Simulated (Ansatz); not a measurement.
# H6InN: the cost of one run

Method: RKS r2SCAN/def2-mTZVP, in Ansatz 0.2.0.

1 further run of the same task is left out (it didn't finish).

## Step 1: The structure to begin with

Bond lengths: N1–In2 2.059 Å, N1–H3 1.009 Å, N1–H4 0.992 Å, N1–H5 1.097 Å, In2–H6 1.810 Å, In2–H7 1.812 Å, In2–H8 1.853 Å. Angles: N1–In2–H6 110.7°, N1–In2–H7 108.7°, N1–In2–H8 109.1°, H6–In2–H7 110.5°, H6–In2–H8 109.4°, H7–In2–H8 108.3°, In2–N1–H3 116.3°, In2–N1–H4 111.5°, In2–N1–H5 110.7°, H3–N1–H4 107.2°, H3–N1–H5 105.2°, H4–N1–H5 105.2°.

Coordinates:

```xyz
8

N    -0.5063    0.1105   -0.9796
In    0.4486   -0.1449    0.8263
H     0.0414   -0.0794   -1.8049
H    -1.3275   -0.4435   -1.0386
H    -0.8489    1.1461   -1.0947
H    -0.6475    0.2974    2.1966
H     0.9745   -1.8730    0.9658
H     1.9579    0.9298    0.8732
```

## Step 2: Relaxing end A

The input, input.yaml:

```yaml
crystal:
  periodic: [false, false, false]
  atoms:
    - { symbol: "N", position_ang: [-0.5063, 0.1105, -0.9796] }
    - { symbol: In, position_ang: [0.4486, -0.1449, 0.8263] }
    - { symbol: H, position_ang: [0.0414, -0.0794, -1.8049] }
    - { symbol: H, position_ang: [-1.3275, -0.4435, -1.0386] }
    - { symbol: H, position_ang: [-0.8489, 1.1461, -1.0947] }
    - { symbol: H, position_ang: [-0.6475, 0.2974, 2.1966] }
    - { symbol: H, position_ang: [0.9745, -1.873, 0.9658] }
    - { symbol: H, position_ang: [1.9579, 0.9298, 0.8732] }
basis:
  gaussian: { orbitals: def2-mTZVP }
hamiltonian:
  xc: r2scan
relax:
  f_tol: 0.015
  max_steps: 40
output:
  orbitals: {}
```

On the command line:

```bash
ansatz run input.yaml --threads 1 --pin off --max-ram 2048MiB --backend cpu --events-out ev --progress --plain --runs-dir out
```

Q: Estimate wall time and peak memory on 1 thread of Arm Neoverse V1, shared host.

About 23 s, with a peak of 0.13 GiB.
